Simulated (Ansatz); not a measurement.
# C3H10BN: the cost of one run

The runs use Ansatz 0.2.0, Gaussian basis; the settings change from run to run.

### Step 1. The molecule

An earlier PBE0-D4 in a triple-zeta def2 set relaxation fixed the geometry.

15 atoms, charge 0, spin multiplicity 1.

Atoms are counted from 1 here; the program's logs count them from 0.

Bond lengths: B1–N2 1.386 Å, B1–H6 1.194 Å, B1–H7 1.198 Å, N2–C3 1.447 Å, N2–C4 1.455 Å, C3–H8 1.096 Å, C3–H9 1.088 Å, C3–H10 1.096 Å, C4–C5 1.510 Å, C4–H11 1.099 Å, C4–H12 1.099 Å, C5–H13 1.092 Å, C5–H14 1.091 Å, C5–H15 1.091 Å. Angles: N2–B1–H6 120.9°, N2–B1–H7 118.0°, H6–B1–H7 121.1°, B1–N2–C3 122.0°, B1–N2–C4 126.5°, C3–N2–C4 111.5°, N2–C3–H8 110.8°, N2–C3–H9 109.9°, N2–C3–H10 110.8°, H8–C3–H9 108.8°, H8–C3–H10 107.5°, H9–C3–H10 108.8°, N2–C4–C5 115.7°, N2–C4–H11 108.0°, N2–C4–H12 108.0°, C5–C4–H11 109.5°, C5–C4–H12 109.4°, H11–C4–H12 105.7° and more.

### Step 2. rPW86-PBE/x2c-TZVPPall

Set apart from the defaults: D3(BJ) with three-body dispersion, high accuracy.

in.yaml reads:

```yaml
crystal:
  periodic: [false, false, false]
  atoms:
    - {symbol: B, position_ang: [0.042819, -0.216513, 1.634720]}
    - {symbol: N, position_ang: [0.324847, -0.401819, 0.290684]}
    - {symbol: C, position_ang: [1.258705, -1.409044, -0.165291]}
    - {symbol: C, position_ang: [-0.241112, 0.342989, -0.823162]}
    - {symbol: C, position_ang: [-1.224090, 1.427390, -0.453113]}
    - {symbol: H, position_ang: [-0.730996, 0.619999, 1.989927]}
    - {symbol: H, position_ang: [0.599854, -0.920353, 2.428166]}
    - {symbol: H, position_ang: [2.086154, -0.951255, -0.719853]}
    - {symbol: H, position_ang: [1.664220, -1.950809, 0.686808]}
    - {symbol: H, position_ang: [0.766108, -2.122532, -0.836173]}
    - {symbol: H, position_ang: [-0.724615, -0.373738, -1.501138]}
    - {symbol: H, position_ang: [0.588299, 0.780823, -1.395365]}
    - {symbol: H, position_ang: [-1.575637, 1.914444, -1.365326]}
    - {symbol: H, position_ang: [-0.766427, 2.185544, 0.184337]}
    - {symbol: H, position_ang: [-2.090027, 1.024172, 0.074180]}
basis:
  gaussian: {orbitals: x2c-TZVPPall}
hamiltonian: {xc: {name: rPW86-PBE}, dispersion: d3bjatm}
accuracy: high
output: {forces: true}
```

The run is started by

```bash
ansatz run in.yaml --threads 4 --pin off --events-out ev --progress --plain --max-ram 10444MiB
```

What time and memory should one allow on 4 threads of Intel Xeon at 2.50GHz, shared host?

About 66 s, with a peak of 2.8 GiB.
